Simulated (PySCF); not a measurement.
# [SmCl4]−: other functionals and bases at one geometry

An exercise on one series of results from a longer session: the logs are not shown, and one member is left open.

Computed with PySCF 2.14.0. Level: several levels, as the steps say, no spin–orbit coupling.

1 further run of the same task is left out (for a known fault of the program).

### The system as given

5 atoms, charge -1, spin multiplicity 1.

Bond lengths: Sm1–Cl2 2.584 Å, Sm1–Cl3 2.584 Å, Sm1–Cl4 2.584 Å, Sm1–Cl5 2.584 Å. Angles: Cl2–Sm1–Cl3 109.5°, Cl2–Sm1–Cl4 109.5°, Cl2–Sm1–Cl5 109.5°, Cl3–Sm1–Cl4 109.5°, Cl3–Sm1–Cl5 109.5°, Cl4–Sm1–Cl5 109.5°.

Geometry (Å):

```xyz
5

Sm    0.00000    0.00000    0.00000
Cl    1.49185    1.49185    1.49185
Cl   -1.49185   -1.49185    1.49185
Cl    1.49185   -1.49185   -1.49185
Cl   -1.49185    1.49185   -1.49185
```

Formal oxidation states: Sm +3. Each metal's 5 4f electrons lie in its core potential, so multiplicities, spins and levels count the valence alone. An earlier session relaxed this geometry at PBE0, Sm lcecp-1-SVP with ECP51, Cl def2-SVP (singlet, point group Td).

At PBE0 on the finer grid: E = -1874.792822 Eh, HOMO -4.53 eV, LUMO 3.27 eV, Mulliken charge on Sm1 +0.76 e, largest force component 0.002 eV/Å. 

Levels to run: TPSSh; wB97X; PBE0, TZVP. Hardware: 2 threads of Intel Xeon Platinum 8259CL at 2.50GHz (Skylake/Cascade Lake), shared host.

The first run:

Contents of run.py (the lines that set the calculation):

```python
mol = gto.M(atom='''
Sm     0.00000     0.00000     0.00000
Cl     1.49185     1.49185     1.49185
Cl    -1.49185    -1.49185     1.49185
Cl     1.49185    -1.49185    -1.49185
Cl    -1.49185     1.49185    -1.49185''',
    basis={'Sm': 'lcecp-1-SVP', 'Cl': 'def2-SVP'},
    ecp={'Sm': 'lcecp-1-SVP'},
    charge=-1, spin=0)
mf = dft.RKS(mol, xc='TPSSH')
mf.grids.atom_grid = (75, 302)  # f atoms: unpruned, at least (60, 302)
mf = mf.density_fit()  # fitting sets: Sm AutoAux, Cl def2-universal-JKFIT
mf.conv_tol = 1e-08; mf.max_cycle = 55
mf.kernel(dm0)  # dm0: the density of the relaxed state
```

Started as:

```sh
$ OMP_NUM_THREADS=2 python run.py
```

Among the steps run: TPSSh; wB97X; PBE0, TZVP.

One of the session's tables, all rows but one given; the rest of the session is left out.

| level | HOMO (eV) | gap (eV) | charge on Sm1 (e) | largest force component (eV/Å) |
| --- | --- | --- | --- | --- |
| PBE0 (relaxed here) | -4.53 | 7.79 | 0.76 | 0.00 |
| TPSSh | ? | ? | ? | ? |
| wB97X | -6.91 | 11.67 | 0.77 | 0.04 |
| PBE0, TZVP | -4.80 | 7.94 | 1.32 | 0.02 |

Estimate the missing values for TPSSh.

The run gave: HOMO (eV): -3.82; gap (eV): 6.94; charge on Sm1 (e): 0.79; largest force component (eV/Å): 0.08. In the column «HOMO (eV)» it is the highest.

In one basis the HOMO–LUMO gap runs from 6.94 eV (TPSSh) to 11.67 eV (wB97X). The largest leftover force, 0.08 eV/Å with TPSSh, stands at a geometry relaxed at another level. With 4f in the core, its levels are missing from HOMO and gap, and its count is fixed, so no charge can pass from the ligands into it. Total energies of different levels can't be compared.
